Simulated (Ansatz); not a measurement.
# C₃H₈Mg: one species, many methods

An exercise on one series of results from a longer session: the logs are not shown, and one member is left open.

Method: functionals in def2-TZVPP, the program's frozen cores in correlated methods; program: Ansatz 0.2.0, Gaussian basis.

Plan: LDA (SPW92), PBE-D4, revPBE-D4, BLYP-D4, r2SCAN-D4, B97M-V, PBE0-D4, B3LYP-D4, r2SCANh-D4, r2SCAN0-D4, HSE06-D4, BHLYP-D4, CAM-B3LYP-D4, LC-ωPBE, ωB97X-V, ωB97M-V, B2PLYP, PBE-QIDH; CCSD(T)/def2-SVP; CCSD(T)/def2-TZVPP; MP2/def2-QZVPP; extrapolation to the limit; RPA on PBE.

## The geometry

All runs share one geometry, relaxed beforehand with PBE0-D4 in a triple-zeta def2 set.

SMILES `C[CH](C)[MgH]`, 12 atoms, charge 0, spin multiplicity 1.

Atoms are counted from 1 here; the program's logs count them from 0.

Bond lengths: C1–C2 1.528 Å, C1–H5 1.095 Å, C1–H6 1.096 Å, C1–H7 1.101 Å, C2–C3 1.528 Å, C2–Mg4 2.115 Å, C2–H8 1.100 Å, C3–H9 1.101 Å, C3–H10 1.096 Å, C3–H11 1.095 Å, Mg4–H12 1.712 Å. Angles: C2–C1–H5 112.7°, C2–C1–H6 112.0°, C2–C1–H7 111.7°, H5–C1–H6 107.0°, H5–C1–H7 106.8°, H6–C1–H7 106.2°, C1–C2–C3 110.3°, C1–C2–Mg4 112.8°, C1–C2–H8 107.4°, C3–C2–Mg4 112.8°, C3–C2–H8 107.4°, Mg4–C2–H8 105.8°, C2–C3–H9 111.7°, C2–C3–H10 112.0°, C2–C3–H11 112.7°, H9–C3–H10 106.2°, H9–C3–H11 106.8°, H10–C3–H11 107.0° and more.

Set-up of the first run:

Input file in.yaml:

```yaml
crystal:
  periodic: [false, false, false]
  atoms:
    - {symbol: C, position_ang: [-0.688308, 0.928888, -0.774531]}
    - {symbol: C, position_ang: [0.235973, -0.193834, -0.306282]}
    - {symbol: C, position_ang: [1.032498, 0.252332, 0.918687]}
    - {symbol: Mg, position_ang: [-0.783177, -2.021310, -0.000003]}
    - {symbol: H, position_ang: [-1.211750, 0.685615, -1.704859]}
    - {symbol: H, position_ang: [-1.454932, 1.167724, -0.028166]}
    - {symbol: H, position_ang: [-0.134587, 1.862816, -0.954950]}
    - {symbol: H, position_ang: [0.956548, -0.385012, -1.114980]}
    - {symbol: H, position_ang: [1.577847, 1.189522, 0.729878]}
    - {symbol: H, position_ang: [0.384683, 0.444589, 1.781928]}
    - {symbol: H, position_ang: [1.774501, -0.488538, 1.233697]}
    - {symbol: H, position_ang: [-1.612497, -3.497894, 0.253582]}
basis:
  gaussian: {orbitals: def2-TZVPP}
hamiltonian: {xc: lda}
output: {orbitals: {seedname: orbitals}}
```

On the command line:

```
> ansatz run in.yaml --threads 4 --pin off --events-out ev --progress --plain --max-ram 10444MiB
```

Steps of the session up to this table: LDA; PBE-D4 (GGA); revPBE-D4 (GGA); BLYP-D4 (GGA); r2SCAN-D4 (meta-GGA); B97M-V (meta-GGA); PBE0-D4 (hybrid); B3LYP-D4 (hybrid); r2SCANh-D4 (hybrid); r2SCAN0-D4 (hybrid); HSE06-D4 (hybrid); BHLYP-D4 (hybrid); CAM-B3LYP-D4 (range-separated); LC-ωPBE (range-separated); ωB97X-V (range-separated); ωB97M-V (range-separated); B2PLYP (double hybrid); PBE-QIDH (double hybrid).

One table of the session follows, with a row left open; its other results are not shown here.

It belongs to the step «Orbital energies across the functionals». 

| functional | HOMO (eV) | gap (eV) |
| --- | --- | --- |
| LDA (SPW92) | -5.06 | 3.85 |
| PBE-D4 | -4.96 | 3.93 |
| revPBE-D4 | -4.90 | 3.96 |
| BLYP-D4 | -4.86 | 3.88 |
| r2SCAN-D4 | -5.11 | 4.53 |
| B97M-V | -5.24 | 4.20 |
| PBE0-D4 | -6.05 | 5.71 |
| B3LYP-D4 | -5.89 | 5.30 |
| r2SCANh-D4 | -5.53 | 5.16 |
| r2SCAN0-D4 | -6.17 | 6.09 |
| HSE06-D4 | -5.66 | 4.96 |
| BHLYP-D4 | ? | ? |
| CAM-B3LYP-D4 | -7.38 | 7.78 |
| LC-ωPBE | -8.66 | 10.04 |
| ωB97X-V | -8.34 | 9.60 |
| ωB97M-V | -8.22 | 9.01 |

**Question.** Estimate the row for BHLYP-D4.

Worked estimate for «HOMO (eV)». Against the share of exact exchange, BLYP-D4 (0, -4.86), B3LYP-D4 (0.2, -5.89) give a slope of -5.15 per unit share; at 0.5 the line stands at -7.43.

The run gave: HOMO (eV): -7.11; gap (eV): 7.33. In «HOMO (eV)» the line misses by -0.32.
